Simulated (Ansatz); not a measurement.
# CH₈InN: basis-set convergence

Aim: see how fast density functionals converge with the basis set for CH₈InN.

Program: Ansatz 0.2.0, Gaussian basis. Level of theory: one geometry, several basis sets. These are calculated values, not measurements.

The runs, in order: PBE0-D4/def2-SVP; ωB97M-V/def2-SVP; PBE0-D4/def2-QZVPP; ωB97M-V/def2-QZVPP; the functionals' def2-TZVPP values are taken from earlier runs.

## 1. The relaxed structure

The geometry comes from an earlier relaxation with PBE0-D4 in a triple-zeta def2 set; it is a stationary point, not always the lowest conformer. In takes the def2 core potential; no spin-orbit term is included.

SMILES `C[NH2+][InH3-]`, 11 atoms, charge 0, spin multiplicity 1.

Atoms are counted from 1 here; the program's logs count them from 0.

Bond lengths: C1–N2 1.465 Å, C1–H4 1.090 Å, C1–H5 1.094 Å, C1–H6 1.090 Å, N2–In3 2.376 Å, N2–H7 1.014 Å, N2–H8 1.014 Å, In3–H9 1.738 Å, In3–H10 1.738 Å, In3–H11 1.737 Å. Angles: N2–C1–H4 108.9°, N2–C1–H5 112.9°, N2–C1–H6 108.9°, H4–C1–H5 109.0°, H4–C1–H6 107.8°, H5–C1–H6 109.0°, C1–N2–In3 113.4°, C1–N2–H7 110.7°, C1–N2–H8 110.7°, In3–N2–H7 107.6°, In3–N2–H8 107.6°, H7–N2–H8 106.7°, N2–In3–H9 96.0°, N2–In3–H10 95.9°, N2–In3–H11 97.3°, H9–In3–H10 118.5°, H9–In3–H11 118.9°, H10–In3–H11 118.9°.

## 2. PBE0-D4 in def2-SVP

File in.yaml:

```yaml
crystal:
  periodic: [false, false, false]
  atoms:
    - {symbol: C, position_ang: [1.209241, -0.837465, 0.121088]}
    - {symbol: N, position_ang: [0.501590, 0.399661, 0.460862]}
    - {symbol: In, position_ang: [-1.666936, 0.538544, -0.500124]}
    - {symbol: H, position_ang: [1.303452, -0.904568, -0.962810]}
    - {symbol: H, position_ang: [2.204811, -0.896053, 0.570065]}
    - {symbol: H, position_ang: [0.616482, -1.688028, 0.457910]}
    - {symbol: H, position_ang: [1.026965, 1.209247, 0.150656]}
    - {symbol: H, position_ang: [0.397444, 0.488276, 1.465357]}
    - {symbol: H, position_ang: [-1.139207, 0.439633, -2.153024]}
    - {symbol: H, position_ang: [-2.290862, -0.895686, 0.257603]}
    - {symbol: H, position_ang: [-2.097479, 2.089439, 0.153117]}
basis:
  gaussian: {orbitals: def2-SVP}
hamiltonian: {xc: pbe0, dispersion: d4}
output: {orbitals: {seedname: orbitals}}
```

Command:

```
$ ansatz run in.yaml --threads 4 --pin off --events-out ev --progress --plain --max-ram 10444MiB
```

Further steps of the session: ωB97M-V in def2-SVP; PBE0-D4 in def2-QZVPP; ωB97M-V in def2-QZVPP.

Before running them: what should the planned runs give, taken together? Wanted: PBE0-D4: double and triple zeta above quadruple; ωB97M-V: double and triple zeta above quadruple.

**Answer**, as computed:

| quantity | value |
| --- | --- |
| PBE0-D4: double and triple zeta above quadruple | 3.44, 0.21 eV |
| ωB97M-V: double and triple zeta above quadruple | 3.68, 0.21 eV |

In words: PBE0-D4 gains 3.23 eV from double to triple zeta, then 0.21 eV more. Total energies overstate the basis error of differences, where much of it tends to cancel. The LUMO of ωB97M-V is positive and keeps falling with the basis (1.54 to 0.58 eV): an unbound level that the basis holds in place.
